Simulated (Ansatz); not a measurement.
ZrH2 and its elements, a formation energy from the elements

Program: Ansatz's Python interface.

Input file `zrh2_zrh2.vasp`:
```text
ZrH2
1.0
   0.00000000    2.40922500    2.40922500
   2.40922500    0.00000000    2.40922500
   2.40922500    2.40922500    0.00000000
Zr H
1 2
Direct
   0.00000000    0.00000000    0.00000000
   0.75000000    0.75000000    0.75000000
   0.25000000    0.25000000    0.25000000
```

Contents of `zrh2_zr.vasp`:
```text
Zr
1.0
   3.23200000    0.00000000    0.00000000
  -1.61600000    2.79899410    0.00000000
   0.00000000    0.00000000    5.14700000
Zr
2
Direct
   0.33333333    0.66666667    0.25000000
   0.66666667    0.33333333    0.75000000
```

Contents of `zrh2_h2.extxyz`:
```text
2
Lattice="9.0 0.0 0.0 0.0 9.5 0.0 0.0 0.0 10.0" Properties=species:S:1:pos:R:3 pbc="T T T"
H     4.50000000    4.75000000    4.62500000
H     4.50000000    4.75000000    5.37500000
```

Script `run_formation.py`:
```python
'''Heat of formation of ZrH2 at zero temperature, after relaxing cells and atoms.'''

from collections import Counter
import warnings

import ansatz as az
from ase.io import read
import numpy as np

GASES = {'H2'}


def run_phase(name, crystal):
    calc = (
        crystal.calculation()
        .functional('PBEsol')
        .basis(530)
        .accuracy('low')
        .scf(tolerance=1e-07, max_iterations=60, self_checks='low')
        .kpoints(spacing=0.3)
        .occupations('gaussian', width=0.02)
        .stress()
    )
    if name in GASES:
        return calc.kpoints(1, 1, 1).relax(force_tolerance=0.02, max_steps=60).run(threads=1, backend='cpu')
    calc = calc.relax(force_tolerance=0.02, max_steps=60, cell=True)
    return calc.run(threads=1, backend='cpu')


def counts(outcome):
    return Counter(site.symbol for site in outcome.lattice.sites)

def formation_energy(outcome, mu):
    n = counts(outcome)
    return (outcome.report['energy_sigma0_ev'] - sum(k * mu[element] for element, k in n.items())) / sum(n.values())


def volume_per_atom(outcome):
    return abs(np.linalg.det(outcome.lattice.cell_ang)) / len(outcome.lattice.sites)

warnings.simplefilter('ignore')

phases = {}
atoms = read('zrh2_zrh2.vasp', format='vasp')
zrh2 = az.Crystal.from_ase(atoms)
phases['ZrH2'] = zrh2
atoms = read('zrh2_zr.vasp', format='vasp')
zr = az.Crystal.from_ase(atoms)
phases['Zr'] = zr
h2 = az.Crystal.from_extxyz('zrh2_h2.extxyz')
phases['H2'] = h2

done = {}
for name, crystal in phases.items():
    done[name] = run_phase(name, crystal)
    print(f'{name}: {done[name].report["energy_sigma0_ev"]:.4f} eV, {len(done[name].lattice.sites)} atoms')

# energy of one atom in its reference phase
references = {'Zr': 'Zr', 'H': 'H2'}
mu = {element: done[name].report['energy_sigma0_ev'] / len(done[name].lattice.sites) for element, name in references.items()}

target = done['ZrH2']
heat = formation_energy(target, mu)
rows = [(name, len(o.lattice.sites), volume_per_atom(o), formation_energy(o, mu)) for name, o in done.items()]
print('     phase       atoms  V (A^3/atom)  E_form (eV/atom)')
for row in rows:
    print(f'{str(row[0]):>10}  {row[1]:10d}  {row[2]:12.3f}  {row[3]:16.4f}')
# no correction for the overbinding of the gas molecule is applied
```

```console
$ python run_formation.py
ZrH2: -4161.8495 eV, 3 atoms
Zr: -8257.2687 eV, 2 atoms
H2: -31.2223 eV, 2 atoms
     phase       atoms  V (A^3/atom)  E_form (eV/atom)
      ZrH2           3         9.003           -0.6643
        Zr           2        22.492            0.0000
        H2           2       427.500            0.0000
```

Notes:
- These settings explore the input space; cutoff and mesh may be short of convergence.
- Spin is left out of this run.
- For the metals among these phases the mesh is modest: differences between phases can be off by up to 40 meV an atom.
- The program warned that this SCF threshold is loose for forces or stresses.
- The cells come from databases of deposited and of computed structures, and not all need be stable phases.
- The compound is the structure given, not necessarily its lowest; energies are at zero temperature, with no correction for gases. A semilocal functional's error on such energies is often 0.05 to 0.1 eV an atom, and 0.1 to 0.3 eV against gases such as O2 or F2.
- The script silences warnings, which a real study should read.
- Hardware and time: 15 s on 1 thread of Arm Neoverse V2, on a shared host, peak memory 0.64 GiB.
